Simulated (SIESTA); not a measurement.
Crystal: Nb3In.

```
In Nb
1.0
     1.73763   -2.32510    0.00000
     1.73763    2.32510    0.00000
     0.00000    0.00000    9.45286
In Nb
1 3
Direct
  0.00000 0.00000 0.00000
  0.50000 0.50000 0.25668
  0.00000 0.00000 0.50000
  0.50000 0.50000 0.74332
```

The cell comes from a database or a generator and needn't be the stable form of this composition.

```yaml
Program: SIESTA 5.4.2
Task: single point
Functional: PBEsol
Potentials_or_basis: PseudoDojo 0.4 standard (PBEsol files)
Basis: DZP (energy shift 0.003 Ry; two zetas on semicore shells)
Grid_cutoff: 800 Ry
Energy_shift: 0.003 Ry
k_mesh: 10 × 10 × 3
Occupations: fermi-dirac, width 0.05 eV
Spin: no spin polarisation
```

On this cell: pressure -4.3 GPa; largest force 0.190 eV/Å; band gap on the k mesh none (metal or under the smearing width).

The same run follows on a disturbed copy (atoms moved at random, drawn with an rms of 0.05 Å):

```
In Nb
1.0
     1.73763   -2.32510    0.00000
     1.73763    2.32510    0.00000
     0.00000    0.00000    9.45286
In Nb
1 3
Cartesian
  -0.0194 -0.0103 0.0099
  1.7514 0.0576 2.3946
  -0.0364 -0.0202 4.7586
  1.7433 0.0096 7.0285
```

What does the disturbed cell give?

The energy (extrapolated to zero smearing) moves by +8.4 meV/atom; pressure -4.4 GPa; largest force 0.645 eV/Å; band gap on the k mesh none (metal or under the smearing width).

Forces in eV/Å, atoms in the order of the input:
```
In   0.123  0.011 -0.183
Nb  -0.167 -0.151  0.604
Nb   0.186  0.220 -0.374
Nb  -0.143 -0.078 -0.048
```

Stress tensor (GPa, compression positive):
```
-4.29 -0.05 -0.13
-0.05 -3.95  0.26
-0.13  0.26 -4.83
```

Caveats: the basis of atomic orbitals isn't converged, which shifts pressures, moduli and gaps.
